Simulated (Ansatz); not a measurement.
# GaF (F-43m) in Ansatz: notebook

One crystal, GaF, is run at these levels: PBE; tasks: single point.

Program: Ansatz 0.2.0. These are calculated values, not measurements. Logs are shortened: lines on timing, memory, paths and dates and some standing lists are left out, and cuts for length are marked.

## (1) The crystal as given

It takes space group F-43m (No. 216, cubic). Conventional cell: a = 5.692 Å, b = 5.692 Å, c = 5.692 Å, α = 90.00°, β = 90.00°, γ = 90.00°. Ga (site symmetry -43m) has 4 F at 2.46 Å as nearest neighbours. F (site symmetry -43m) is surrounded by 4 Ga at 2.46 Å.

The cell was built by a generator and needn't be a form met in nature.

## (2) Single point, PBE

The input, input.yaml:

```yaml
crystal:
  lattice:
    - [0.0, 2.84624, 2.84624]
    - [2.84624, 0.0, 2.84624]
    - [2.84624, 2.84624, 0.0]
  atoms:
    - { symbol: Ga, position: [0.25, 0.25, 0.25] }
    - { symbol: F, position: [0.0, 0.0, 0.0] }
kpoints:
  mp_grid: { grid: [5, 5, 5] }
scf:
  occupations: { method: fermi_dirac, width: 0.04 }
hamiltonian:
  xc: pbe
  pseudopotentials: { kind: all_electron, lapw: { basis_error: 0.002 } }
output:
  forces: true
  stress: true
  eigenvalues: true
```

Potentials or basis: all-electron LAPW, scalar-relativistic.

Started as:

```sh
> ansatz run input.yaml --threads 1 --pin off --max-ram 3072MiB --backend cpu --events-out ev --progress --plain --runs-dir out
```

Log:

```text
Warning: RAYON_NUM_THREADS=1 ignored (pool sized by the plan → 1); use --threads N
LAPW: plane waves up to 8.001 Å⁻¹, error target 2.0e-3 eV per atom; small_component_spin mean_spin; F in spheres of 1.139 Å, 7 of its electrons in bands, Dirac shells []; Ga in spheres of 1.326 Å, 21 of its electrons in bands, Dirac shells [] (how accurate: hamiltonian.pseudopotentials.lapw.basis_error, Limitations)
Engine: ansatz 0.2.0, x86_64-unknown-linux-gnu
Pseudopotentials: kind: all_electron
Pseudopotential: Ga, LAPW, valence charge 21, lapw/all_electron/scalar/gaussian/Ga, Koelling and Harmon's equation, gaussian nucleus
Pseudopotential: F, LAPW, valence charge 7, lapw/all_electron/scalar/gaussian/F, Koelling and Harmon's equation, gaussian nucleus
Functional definition: PBE
  parameter kappa = 0.804
  parameter beta = 0.06672455060314922
  exchange = pbe_x(kappa = kappa, mu = beta*pi^2/3)
  correlation = pbe_c(beta = beta)
Crystal: 2 atoms, lattice volume = 46.115 Å³
Basis set: ecut = 243.9157187869098 eV, 411 PW (Γ), exchange–correlation at level 2
Bands: 18, of which v1, the nominal top of the filled ones, is band 14 counted from 1 (13 counted from 0)
Symmetry: 24 space group operations
Space group: F-43m (ITA 216), of the structure as read, at distance tolerance 3.6e-5 Å
k-points: 10 of 125 (time reversal used)
Non-local potential: Ga, projectors of the file, none
Non-local potential: F, projectors of the file, none
Initial density: superposition of atomic densities (chi_scale 0.1, normalization cell, long waves kept (reshape's long-wave potential 0.03 eV rms))
Initial wavefunctions: plane waves of lowest kinetic energy (no species holds an atomic orbital)
Functional: x = pbe(κ = 0.804, μ = 0.2195149727645171), c = pbe(β = 0.06672455060314922)
iter 1 solved again at ethr=4.91e-3 eV; its pass at ethr=1.00e-1 eV (dr2=1.38e0 eV) is discarded
SCF iter   1: F=—  HF=-55619.814739 eV  |F-HF|=—  |Δ(HF+E_count)|=         —  Δρ=4.09e-2  dr2=1.37e0  ethr=4.91e-3  ⟨swp⟩=2.0  Hψ=1109  notcnv=0
preconditioner: auto → none  [insulator: Δε(μ)=3.471 eV  Ē_g=17.116 eV  σ=0.040 eV  W_gap=1.00  n_scr=14 (ndim 8)  ℏωp=24.5 eV  f_vac=0.200  D(μ)=0.00/eV (n_scr^D=0)  ε∞_Penn≈3.0]
SCF iter   2: F=—  HF=-55619.178265 eV  |F-HF|=—  |Δ(HF+E_count)|=   6.36e-1  Δρ=1.72e-2  dr2=1.64e-1  ethr=4.91e-3  ⟨swp⟩=3.0  Hψ=600  notcnv=0
SCF iter   3: F=—  HF=-55618.679806 eV  |F-HF|=—  |Δ(HF+E_count)|=   4.98e-1  Δρ=1.01e-2  dr2=9.34e-2  ethr=5.86e-4  ⟨swp⟩=3.0  Hψ=593  notcnv=0
SCF iter   4: F=—  HF=-55618.672707 eV  |F-HF|=—  |Δ(HF+E_count)|=   7.10e-3  Δρ=5.70e-3  dr2=2.50e-2  ethr=3.33e-4  ⟨swp⟩=3.0  Hψ=575  notcnv=0
SCF iter   5: F=—  HF=-55618.659996 eV  |F-HF|=—  |Δ(HF+E_count)|=   1.27e-2  Δρ=3.83e-3  dr2=1.13e-2  ethr=8.91e-5  ⟨swp⟩=2.0  Hψ=501  notcnv=0
iter 6 solved again at ethr=4.60e-7 eV; its pass at ethr=4.05e-5 eV (dr2=1.29e-4 eV) is discarded
SCF iter   6: F=—  HF=-55618.651115 eV  |F-HF|=—  |Δ(HF+E_count)|=   8.88e-3  Δρ=4.19e-4  dr2=1.28e-4  ethr=4.60e-7  ⟨swp⟩=2.0  Hψ=898  notcnv=0
SCF iter   7: F=—  HF=-55618.650982 eV  |F-HF|=—  |Δ(HF+E_count)|=   1.33e-4  Δρ=1.24e-4  dr2=1.16e-5  ethr=4.59e-7  ⟨swp⟩=2.1  Hψ=501  notcnv=0
SCF iter   8: F=—  HF=-55618.650970 eV  |F-HF|=—  |Δ(HF+E_count)|=   1.17e-5  Δρ=1.00e-5  dr2=7.17e-8  ethr=4.15e-8  ⟨swp⟩=2.5  Hψ=510  notcnv=0
SCF iter   9: F=-55618.650970 eV  HF=-55618.650970 eV  |F-HF|=4.87e-10  |Δ(HF+E_count)|=   4.51e-8  Δρ=5.91e-7  dr2=2.33e-10  ethr=2.56e-10  ⟨swp⟩=3.0  Hψ=519  notcnv=0
SCF 1 converged in 9 iterations: F = -55618.650970 eV  dr2 = 2.33e-10
SCF converged after 9 iterations
Free energy (F): -55618.650970 eV
Harris-Foulkes:  -55618.650970 eV  (|F-HF|=4.87e-10)
Internal energy: -55618.650970 eV  (E = F + TS)
E sigma→0 (E₀):  -55618.650970 eV
Fermi energy:    4.377381 eV
--- Per-component energies (eV) ---
  E_band       = -961.589109
  E_kinetic    = 56657.298180
  E_xc         = -2340.226927
  E_electrostatic = -109935.722223  (all electrons and nuclei)
  E_smearing   = -0.000000  (= −TS)
  E_closure    = 0.000000  (closes the sum)
  E_atoms      = -55611.126607  (free atoms, spherical and without spin; not in F)
  Σ components = -55618.650970   (vs F -55618.650970, Δ=0.00e0)
  Basis errors (estimates in eV, not in F): energy 8.1e-4 per atom: plane waves 7.8e-4 (4.7e-4 summed), levels above the bands 6.4e-109, relativity 4.1e-7, radial functions 2.5e-5, core shells 1.0e-8; eigenvalues (radial functions only) 4.1e-6; not estimated: angular momenta, meshes, grids; target (lapw.basis_error) 2.0e-3; muffin-tin radii F 1.139 Å, Ga 1.326 Å
--- Forces (eV/Å), atoms counted from 1 ---
  atom   1  Ga    -0.00000000     0.00000000    -0.00000000
  atom   2  F      0.00000000    -0.00000000    -0.00000000
  max |Σ_I F_I| component: 1.16e-17 eV/Å
--- Stress (GPa, compression-positive) ---
        0.001835      -0.000000       0.000000
       -0.000000       0.001835      -0.000000
        0.000000      -0.000000       0.001835
  P = ⅓ Tr σ = 0.0018 GPa (0.018 kbar)
--- Band table (eV; the first three rows and the last of 10) ---
  k-point 0: bands = ["-139.3076", "-90.0441", "-90.0441", "-90.0441", "-18.7492", "-10.4099", "-10.4099", "-10.4099", "-10.3883", "-10.3883", "-0.8840", "-0.2011", "-0.2011", "-0.2011", "9.5835", "9.5835", "9.5835", "13.0020"]
  k-point 1: bands = ["-139.3076", "-90.0441", "-90.0441", "-90.0441", "-18.7343", "-10.4056", "-10.4056", "-10.3965", "-10.3876", "-10.3876", "-1.5403", "-0.2521", "-0.2521", "0.7430", "7.8527", "9.5792", "9.5792", "14.1141"]
  k-point 2: bands = ["-139.3076", "-90.0442", "-90.0441", "-90.0441", "-18.7102", "-10.4037", "-10.4037", "-10.3816", "-10.3816", "-10.3728", "-2.0247", "-0.3319", "-0.3319", "1.8181", "6.1048", "9.5184", "9.5184", "13.6475"]
  k-point 9: bands = ["-139.3076", "-90.0442", "-90.0441", "-90.0441", "-18.6958", "-10.3987", "-10.3947", "-10.3846", "-10.3821", "-10.3597", "-1.9292", "-0.7639", "-0.5599", "2.8149", "6.3266", "7.6897", "8.8681", "12.7801"]
```

Wall time 6.6 s (1 thread of Intel Xeon at 2.50GHz (Skylake/Cascade Lake), shared host); peak memory 0.25 GiB.

Results:

* Free energy: -55618.6510 eV
* Pressure: 0.0 GPa
* Band gap on the k mesh: 2.72 eV, indirect (least direct gap 2.81 eV)

Levels at points of the mesh, in eV from the valence-band top:
| k point | band 10 | band 11 | band 12 | band 13 | band 14 | band 15 | band 16 | band 17 | band 18 |
| --- | --- | --- | --- | --- | --- | --- | --- | --- | --- |
| (0.00, 0.00, 0.00) | -13.39 | -3.89 | -3.21 | -3.21 | -3.21 | 6.58 | 6.58 | 6.58 | 10.00 |

Caveat: an odd mesh through Γ misses points on the zone boundary, where band edges often lie.

## (3) Single point, PBE

input.yaml, as its differences from that of step 2:

```diff
@@ -11,3 +11,3 @@
 scf:
-  occupations: { method: fermi_dirac, width: 0.04 }
+  occupations: { method: fermi_dirac, width: 0.03 }
 hamiltonian:
```

Potentials or basis: all-electron LAPW, scalar-relativistic.

Started as:

```sh
> ansatz run input.yaml --threads 1 --pin off --max-ram 3072MiB --backend cpu --events-out ev --progress --plain --runs-dir out
```

Run time: 7.6 s. Hardware: 1 thread of Intel Xeon at 2.50GHz (Skylake/Cascade Lake), shared host; peak memory 0.25 GiB.

It converged, with:

- Free energy: -55618.6510 eV
- Pressure: 0.0 GPa
- Band gap on the k mesh: 2.72 eV, indirect (least direct gap 2.81 eV)

Levels at points of the mesh, in eV from the valence-band top:
| k point | band 12 | band 13 | band 14 | band 15 | band 16 | band 17 |
| --- | --- | --- | --- | --- | --- | --- |
| (0.00, 0.00, 0.00) | -3.21 | -3.21 | -3.21 | 6.58 | 6.58 | 6.58 |

Caveat: an odd mesh through Γ misses points on the zone boundary, where band edges often lie.
